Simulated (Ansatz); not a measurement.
**Ge21H36 atom disc (Ge₁₉PH₃₆): geometry, orbitals and charge**

What does Ge21H36 atom disc (Ge₁₉PH₃₆) look like as a doublet, and where do its frontier electrons sit?

Method: UKS PBE0-D4/def2-TZVP; program: Ansatz 0.2.0, Gaussian basis.

The runs, in order: relaxation at PBE-D4/def2-SVP; a single point at PBE0-D4/def2-TZVP.

1 further run of the same task is left out (set aside as unsound or not needed). Runs told in other sessions of the task aren't counted.

**1. The starting structure**

56 atoms, charge 0, spin multiplicity 2.

Atoms are counted from 1 here; the program's logs count them from 0.

Bond lengths: Ge1–Ge9 2.458 Å, Ge1–Ge10 2.450 Å, Ge1–P11 2.443 Å, Ge1–H21 1.516 Å, Ge2–Ge9 2.468 Å, Ge2–Ge13 2.433 Å, Ge2–H22 1.517 Å, Ge2–H23 1.524 Å, Ge3–Ge12 2.469 Å, Ge3–Ge13 2.467 Å, Ge3–Ge14 2.431 Å, Ge3–H24 1.525 Å, Ge4–Ge10 2.461 Å, Ge4–Ge16 2.439 Å, Ge4–H25 1.521 Å, Ge4–H26 1.546 Å, Ge5–Ge15 2.434 Å, Ge5–Ge16 2.441 Å and more. Angles: Ge9–Ge1–Ge10 109.3°, Ge9–Ge1–P11 111.5°, Ge9–Ge1–H21 108.0°, Ge10–Ge1–P11 108.9°, Ge10–Ge1–H21 108.7°, P11–Ge1–H21 110.5°, Ge9–Ge2–Ge13 109.7°, Ge9–Ge2–H22 108.0°, Ge9–Ge2–H23 108.1°, Ge13–Ge2–H22 109.8°, Ge13–Ge2–H23 110.5°, H22–Ge2–H23 110.7°, Ge12–Ge3–Ge13 109.1°, Ge12–Ge3–Ge14 108.1°, Ge12–Ge3–H24 109.6°, Ge13–Ge3–Ge14 110.0°, Ge13–Ge3–H24 110.4°, Ge14–Ge3–H24 109.6° and more.

The start is a built from a lattice or polyhedron geometry.

**2. Relaxation at PBE-D4/def2-SVP**

The input, in.yaml:

```yaml
crystal:
  periodic: [false, false, false]
  atoms:
    - {symbol: Ge, position_ang: [-2.823800, -2.816700, 0.005000]}
    - {symbol: Ge, position_ang: [-5.677500, 0.013600, 0.006700]}
    - {symbol: Ge, position_ang: [-2.837100, 2.837700, 0.005500]}
    - {symbol: Ge, position_ang: [0.004400, -5.657600, 0.008200]}
    - {symbol: Ge, position_ang: [2.818000, -2.831400, -0.007200]}
    - {symbol: Ge, position_ang: [2.838000, 2.829600, -0.004400]}
    - {symbol: Ge, position_ang: [-0.011700, 5.654100, 0.000100]}
    - {symbol: Ge, position_ang: [5.653900, 0.019400, 0.015100]}
    - {symbol: Ge, position_ang: [-4.284200, -1.442800, -1.417100]}
    - {symbol: Ge, position_ang: [-1.420800, -4.240300, -1.411200]}
    - {symbol: P, position_ang: [-1.382700, -1.431200, 1.408800]}
    - {symbol: Ge, position_ang: [-1.383900, 1.424200, -1.404600]}
    - {symbol: Ge, position_ang: [-4.251200, 1.389800, 1.417000]}
    - {symbol: Ge, position_ang: [-1.412900, 4.225100, 1.404300]}
    - {symbol: Ge, position_ang: [1.413400, -1.428700, -1.416000]}
    - {symbol: Ge, position_ang: [1.415900, -4.243000, 1.406900]}
    - {symbol: Ge, position_ang: [4.252400, -1.401100, 1.419300]}
    - {symbol: Ge, position_ang: [1.402200, 4.254500, -1.422000]}
    - {symbol: Ge, position_ang: [4.256700, 1.398400, -1.400800]}
    - {symbol: Ge, position_ang: [1.414200, 1.395800, 1.409800]}
    - {symbol: H, position_ang: [-3.705800, -3.702500, 0.862800]}
    - {symbol: H, position_ang: [-6.552200, -0.874600, 0.870600]}
    - {symbol: H, position_ang: [-6.532000, 0.889000, -0.902300]}
    - {symbol: H, position_ang: [-3.702800, 3.724900, -0.882000]}
    - {symbol: H, position_ang: [-0.889700, -6.524300, 0.881400]}
    - {symbol: H, position_ang: [0.891000, -6.540800, -0.899800]}
    - {symbol: H, position_ang: [3.704900, -3.713300, -0.865900]}
    - {symbol: H, position_ang: [3.709500, 3.682100, 0.859600]}
    - {symbol: H, position_ang: [-0.864300, 6.545800, -0.887200]}
    - {symbol: H, position_ang: [0.877600, 6.542300, 0.884600]}
    - {symbol: H, position_ang: [6.548700, -0.873700, -0.879000]}
    - {symbol: H, position_ang: [6.531700, 0.893400, 0.843800]}
    - {symbol: H, position_ang: [-5.123200, -2.291600, -2.313500]}
    - {symbol: H, position_ang: [-3.360900, -0.546700, -2.279100]}
    - {symbol: H, position_ang: [-2.294000, -5.111000, -2.273800]}
    - {symbol: H, position_ang: [-0.531200, -3.379100, -2.314800]}
    - {symbol: H, position_ang: [-2.265800, -0.538600, 2.281700]}
    - {symbol: H, position_ang: [-0.534800, -2.294900, 2.304900]}
    - {symbol: H, position_ang: [-2.291600, 0.537100, -2.302800]}
    - {symbol: H, position_ang: [-0.529900, 2.276600, -2.282100]}
    - {symbol: H, position_ang: [-5.098200, 2.269200, 2.255100]}
    - {symbol: H, position_ang: [-3.356700, 0.575100, 2.277100]}
    - {symbol: H, position_ang: [-2.310800, 5.129900, 2.279500]}
    - {symbol: H, position_ang: [-0.544500, 3.360700, 2.300100]}
    - {symbol: H, position_ang: [0.530800, -2.287900, -2.294700]}
    - {symbol: H, position_ang: [2.279400, -0.541700, -2.306300]}
    - {symbol: H, position_ang: [0.537000, -3.382800, 2.275700]}
    - {symbol: H, position_ang: [2.313900, -5.121900, 2.291300]}
    - {symbol: H, position_ang: [3.373600, -0.543200, 2.288600]}
    - {symbol: H, position_ang: [5.127400, -2.287800, 2.274700]}
    - {symbol: H, position_ang: [0.549400, 3.357100, -2.307900]}
    - {symbol: H, position_ang: [2.278600, 5.115200, -2.267700]}
    - {symbol: H, position_ang: [3.348300, 0.539300, -2.324100]}
    - {symbol: H, position_ang: [5.121000, 2.305600, -2.295600]}
    - {symbol: H, position_ang: [0.527500, 2.295500, 2.302600]}
    - {symbol: H, position_ang: [2.302000, 0.566500, 2.295200]}
basis:
  gaussian: {orbitals: def2-SVP, fitting: {mean_field: def2-universal-jkfit}}
magnetization: {spin_polarized: true, initial_magnetization: 1}
hamiltonian: {xc: pbe, dispersion: d4}
scf: {lower_state_search: "off"}
output: {orbitals: {seedname: orbitals}}
relax: {f_tol: 0.03, max_steps: 70}
```

Launch:

```sh
> ansatz run in.yaml --threads 11 --pin off --events-out ev --progress --plain --max-ram 110592MiB --backend cuda --devices 0, --max-vram 75GiB
```

After this run come: Single point, PBE0-D4/def2-TZVP.

Before running them: what should the planned runs give, taken together? Wanted: point group; commonest bond, hydrogen aside; HOMO, LUMO at PBE0-D4/def2-TZVP; ⟨S²⟩; dipole at PBE-D4/def2-SVP.

The runs gave:

| quantity | value |
| --- | --- |
| point group | C1 |
| commonest bond, hydrogen aside | Ge–Ge, 20 of mean length 2.447 Å |
| HOMO, LUMO at PBE0-D4/def2-TZVP (over both spins) | -6.11, -3.11 eV |
| ⟨S²⟩ | 0.753 |
| dipole at PBE-D4/def2-SVP | 0.87 D |

In words: The relaxation broke 0 and made 1 bonds, so the end is another structure than the start. No usable vibrations, so a minimum isn't proven. Whether this spin is the lowest isn't tested here. The point group is read from a loosely relaxed geometry; soft torsions can leave it below the true symmetry.
